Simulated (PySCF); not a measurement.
# SnH−: a composite coupled-cluster curve

One table from this session's results is given with a row withheld; the runs are named, their logs left out.

Method: CCSD(T) on ROHF, scalar-relativistic core potentials; program: PySCF 2.14.0.

4 further runs of the same task are left out: 4 set aside as unsound or not needed.

The first run:

* molecule: SnH−
* state: triplet, unpaired electrons π ↑↑
* smaller basis: Sn aug-cc-pwCVDZ-PP with ECP28, H aug-cc-pVDZ
* larger basis: Sn aug-cc-pwCVTZ-PP with ECP28, H aug-cc-pVTZ
* frozen core orbitals: 4
* extrapolation: correlation as n⁻³ (n = 2, 3), Hartree–Fock as (n+1)·exp(−9√n)
* corrections: none
* distances (Å): 1.6078, 1.6809, 1.7540, 1.8271, 1.9002, 1.9915, 2.0829
* masses (u): 119.9022, 1.0078
* dissociation limit: Sn− + H

Launch:

```console
$ OMP_NUM_THREADS=4 python comp.py task.json out
```

Steps of the session up to this table: Coupled cluster at each distance.

One table of the session follows, with a row left open; its other results are not shown here.

It belongs to the step «Constants step by step». 

| level | Re (Å) | ωe (cm⁻¹) | ωexe (cm⁻¹) | αe (cm⁻¹) | De (eV) |
| --- | --- | --- | --- | --- | --- |
| CCSD(T), smaller basis | 1.8130 | 1504.4 | 36.0 | 0.185 | 2.416 |
| CCSD(T), larger basis | 1.8033 | 1533.5 | 33.0 | 0.174 | 2.549 |
| HF/CBS | 1.8043 | 1586.5 | 32.9 | 0.165 | 1.583 |
| MP2/CBS | ? | ? | ? | ? | ? |
| CCSD/CBS | 1.7962 | 1563.3 | 31.9 | 0.169 | 2.565 |
| CCSD(T)/CBS | 1.7995 | 1546.5 | 32.0 | 0.171 | 2.595 |

Estimate the missing values for MP2/CBS.

**Answer.** Re (Å): 1.7803; ωe (cm⁻¹): 1612.2; ωexe (cm⁻¹): 30.4; αe (cm⁻¹): 0.163; De (eV): 2.389. In the column «Re (Å)» it is the lowest.

An extrapolation from double and triple zeta is rough, so this isn't yet the limit.
